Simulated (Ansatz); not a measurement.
# MoC+ (doublet): wave-function methods side by side, def2-TZVPP

The task here is to estimate one member of a computed series from the others.

Computed with Ansatz 0.2.0, Gaussian basis. Level: def2-TZVPP, core rule «outside noble gas», up to 5 orbitals frozen.

The runs, in order: UHF; ROHF; CCSD(T) on UHF.

2 further runs of the same task are left out: 2 set aside as unsound or not needed.

## What is computed

The geometry is a PBE0/def2-TZVP stationary point (not a proven minimum) of the parent state, kept for this charge and spin. No spin-orbit coupling is included. Elements past krypton take def2 core potentials.

2 atoms, charge 1, spin multiplicity 2.

Atoms are counted from 1 here; the program's logs count them from 0.

Bond lengths: Mo1–C2 1.636 Å.

The first run:

Contents of in.yaml:

```yaml
crystal:
  periodic: [false, false, false]
  atoms:
    - {symbol: Mo, position_ang: [0.000000, 0.000000, 0.000000]}
    - {symbol: C, position_ang: [0.000000, 0.000000, 1.636200]}
basis:
  gaussian: {orbitals: def2-TZVPP}
total_charge: 1
magnetization: {spin_polarized: true, initial_magnetization: 1}
hamiltonian: {xc: hf}
output: {orbitals: {seedname: orbitals}}
```

Launch:

```console
> ansatz run in.yaml --threads 1 --pin off --events-out ev --progress --plain --max-ram 4096MiB --backend cpu
```

Among the steps run: UHF; ROHF; CCSD(T) on UHF.

One table of the session follows, with a row left open; its other results are not shown here.

```
  method  from UCCSD(T) (kcal/mol)
    ROHF                   +215.17
    UMP2                         ?
   UCCSD                    +13.15
UCCSD(T)                         0
```

Estimate the missing values for UMP2.

The run gave: from UCCSD(T) (kcal/mol): +34.31. In the column «from UCCSD(T) (kcal/mol)» it lies between UCCSD (+13.15) and ROHF (+215.17).

Left out of the table: UHF (another determinant or state than the rows shown).

To keep in mind: The determinant is far from a pure spin state, so its energy mixes those of several spin states (harmless only where they are near-degenerate, as at dissociation). Warnings: spin contamination; coupled cluster took another determinant than the lowest.
